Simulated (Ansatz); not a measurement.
# CH4AlFOSi2, SMILES O=C1[SiH](F)[SiH]1[AlH2]: a single point in a Gaussian basis

Program: Ansatz 0.2.0, Python API.

`energy.py`:
```python
"""Single point of CH4AlFOSi2."""

import sys

import ansatz


def main() -> None:
    ch4alfosi2 = (
        ansatz.Crystal.molecule()
        .atom("O", (0.0583, -2.428, 1.2661))
        .atom("C", (-0.0844, -1.5138, 0.4061))
        .atom("Si", (0.4349, -0.8029, -1.3135))
        .atom("F", (-0.0985, -1.7115, -2.5644))
        .atom("Si", (-0.8745, 0.1368, -0.1989))
        .atom("Al", (-0.0017, 1.9996, 1.0063))
        .atom("H", (1.9084, -0.3992, -1.3125))
        .atom("H", (-2.2581, -0.0126, -0.5269))
        .atom("H", (-0.4895, 2.2263, 2.5521))
        .atom("H", (1.4881, 2.454, 0.6886))
    )

    calc = (
        ch4alfosi2.calculation()
        .basis(gaussian="def2-SVPD")  # the orbital basis, by name
        .functional(ansatz.LibraryFunctional("B2PLYP"))
    )
    try:
        data = calc.run(threads=1, pin="off").report
    except ansatz.AnsatzError as error:
        sys.exit(f"{type(error).__name__}: {error}")

    for key in ("converged", "free_energy_ev", "reference_energy_ev", "n_frozen", "n_occupied", "n_virtual"):
        print(f"{key:22s} {data[key]}")

    field = data["mean_field"]
    print("<S^2> =", round(abs(field["state"]["spin_squared"]), 4), " all-electron relativity setting:", field["relativity"])
    print("passes:", field["passes"])
    if "symmetry" in field:
        print("occupied orbitals by irrep:", field["symmetry"]["occupied"])


if __name__ == "__main__":
    main()
```

```console
$ python energy.py
converged              True
free_energy_ev         -28189.413947281242
reference_energy_ev    -28182.130770815456
n_frozen               18
n_occupied             [16, 16]
n_virtual              [136, 136]
<S^2> = 0.0  all-electron relativity setting: none
passes: {'evaluations': 23, 'products': 36}
occupied orbitals by irrep: [{'A': 34}, {'A': 34}]
```

What to keep in mind:
- Total energies depend on the basis set; only differences at equal settings carry meaning.
- The geometry is a force-field or estimated start, not a minimum of this method, and the basis set is short of its limit.
- For a double hybrid the total adds scaled second-order correlation to the self-consistent reference.
- The whole script took 16 s on 1 thread of Intel(R) Xeon(R) 6975P-C (Granite Rapids) (shared host), peak memory 0.53 GiB.

(A comment or docstring line of the script was reworded after the run, the code is as it ran; lines on the test bed's own set-up are left out of the output.)
